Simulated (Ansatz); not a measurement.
# ClH4SbSi: the cost of one run

Program: Ansatz 0.2.0, Gaussian basis. Level of theory: the settings change from run to run. These are calculated values, not measurements.

### Step 1. The geometry

An earlier PBE0-D4 in a triple-zeta def2 set relaxation fixed the geometry. Sb takes a core potential in def2 sets; no spin-orbit term is included.

SMILES `Cl[SiH2][SbH2]`, 7 atoms, charge 0, spin multiplicity 1.

Atoms are counted from 1 here; the program's logs count them from 0.

Bond lengths: Cl1–Si2 2.060 Å, Si2–Sb3 2.569 Å, Si2–H4 1.484 Å, Si2–H5 1.484 Å, Sb3–H6 1.707 Å, Sb3–H7 1.707 Å. Angles: Cl1–Si2–Sb3 113.2°, Cl1–Si2–H4 107.5°, Cl1–Si2–H5 107.5°, Sb3–Si2–H4 109.7°, Sb3–Si2–H5 109.7°, H4–Si2–H5 109.1°, Si2–Sb3–H6 90.3°, Si2–Sb3–H7 90.3°, H6–Sb3–H7 91.7°.

As a file:

```xyz
7
ClH4SbSi
Cl   -1.83785   -1.15511    0.46389
Si   -0.55746   -0.09191   -0.75018
Sb    1.56830    0.69254    0.45985
H    -0.19016   -0.97034   -1.88901
H    -1.30356    1.08376   -1.26459
H     0.62845    1.22836    1.77984
H     1.75348   -0.85530    1.15461
```

### Step 2. r2SCANh/ANO-RCC-VTZP

Set apart from the defaults: charge -1, multiplicity 2, restricted open-shell orbitals, a grid of angular degree 23, D3(BJ) with three-body dispersion.

Contents of in.yaml:

```yaml
crystal:
  periodic: [false, false, false]
  atoms:
    - {symbol: Cl, position_ang: [-1.837848, -1.155113, 0.463891]}
    - {symbol: Si, position_ang: [-0.557462, -0.091915, -0.750179]}
    - {symbol: Sb, position_ang: [1.568304, 0.692542, 0.459846]}
    - {symbol: H, position_ang: [-0.190163, -0.970339, -1.889008]}
    - {symbol: H, position_ang: [-1.303556, 1.083764, -1.264591]}
    - {symbol: H, position_ang: [0.628446, 1.228357, 1.779835]}
    - {symbol: H, position_ang: [1.753480, -0.855295, 1.154607]}
basis:
  gaussian: {orbitals: ANO-RCC-VTZP, final_grid: {core_spheres: 8, valence_spheres: 7, degree: 23}}
total_charge: -1
magnetization: {spin_polarized: false, initial_magnetization: 1}
hamiltonian: {xc: {name: r2SCANh}, dispersion: d3bjatm}
output: {forces: true}
```

On the command line:

```sh
ansatz run in.yaml --threads 2 --pin off --events-out ev --progress --plain --max-ram 4352MiB
```

Q: Estimate wall time and peak memory on 2 threads of Arm Neoverse V1, shared host.

About 94 s, with a peak of 1.2 GiB.
